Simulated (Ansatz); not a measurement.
# In3B2As: what a guessed cell relaxes into

Aim: relax a trial structure of In3B2As and see where it ends.

Method: DFT PBE, scalar-relativistic, plane waves, PAW, in Ansatz 0.2.0.

## Step 1: The starting structure

The structure is hexagonal, space group P6/mmm (No. 191). Conventional cell: a = 4.534 Å, b = 4.534 Å, c = 6.541 Å, α = 90.00°, β = 90.00°, γ = 120.00°. In (site symmetry -6m2) is surrounded by 3 As at 2.62 Å and 3 In at 2.62 Å. Around In (site symmetry 6/mmm) lie 6 B at 2.62 Å. B (site symmetry -6m2) is surrounded by 3 In at 2.62 Å and 3 B at 2.62 Å. As (site symmetry 6/mmm) is surrounded by 6 In at 2.62 Å.

Structure file:

```
CELL_PARAMETERS angstrom
4.53369 0.00000 0.00000
-2.26685 3.92629 0.00000
0.00000 0.00000 6.54132
ATOMIC_POSITIONS crystal
In 0.33333 0.66667 0.00000
In 0.66667 0.33333 0.00000
In 0.00000 0.00000 0.50000
B 0.33333 0.66667 0.50000
B 0.66667 0.33333 0.50000
As 0.00000 0.00000 0.00000
```

Recipe of the guess: random cell by space group and Wyckoff sites (P6/mmm, No. 191). The dimensions are guesses.

## Step 2: The guess as it stands, on a coarse mesh

input.yaml

```yaml
crystal:
  lattice:
    - [4.53369465, 0.0, 0.0]
    - [-2.26684732, 3.92629474, 0.0]
    - [0.0, 0.0, 6.54132381]
  atoms:
    - { symbol: In, position: [0.33333333, 0.66666667, 0.0] }
    - { symbol: In, position: [0.66666667, 0.33333333, 0.0] }
    - { symbol: In, position: [0.0, 0.0, 0.5] }
    - { symbol: B, position: [0.33333333, 0.66666667, 0.5] }
    - { symbol: B, position: [0.66666667, 0.33333333, 0.5] }
    - { symbol: As, position: [0.0, 0.0, 0.0] }
basis:
  ecutwfc: 420
kpoints:
  mp_grid: { grid: [6, 6, 4] }
hamiltonian:
  xc: pbe
scf:
  occupations: { method: gaussian, width: 0.1 }
  lower_state_search: "off"
output:
  forces: true
  stress: true
  eigenvalues: true
```

Launch:

```sh
ansatz run input.yaml --threads 1 --pin off --max-ram 2560MiB --backend cpu --events-out ev --progress --plain --runs-dir out
```

The session goes on with these runs: a loose first relaxation; relaxation on the finer mesh.

Q: Predict the outcome of this session. Wanted: conventional cell; volume; energy over the elements; gap on the mesh.

The runs gave:

| quantity | value |
| --- | --- |
| symmetry at the end (tolerance 0.05 Å) | space group P6/mmm (No. 191) |
| conventional cell | a = 5.116 Å, b = 5.116 Å, c = 5.145 Å, α = 90.00°, β = 90.00°, γ = 120.00° |
| volume | 19.44 Å³/atom |
| energy over the elements | +1.08 eV/atom |
| gap on the mesh | none (metal) |

The space group P6/mmm (No. 191) is kept, at nearly the size of the first guess. The formation energy is positive, so the separate elements lie lower. No finished test with a distortion of lower symmetry is shown, so the end may be a saddle point.
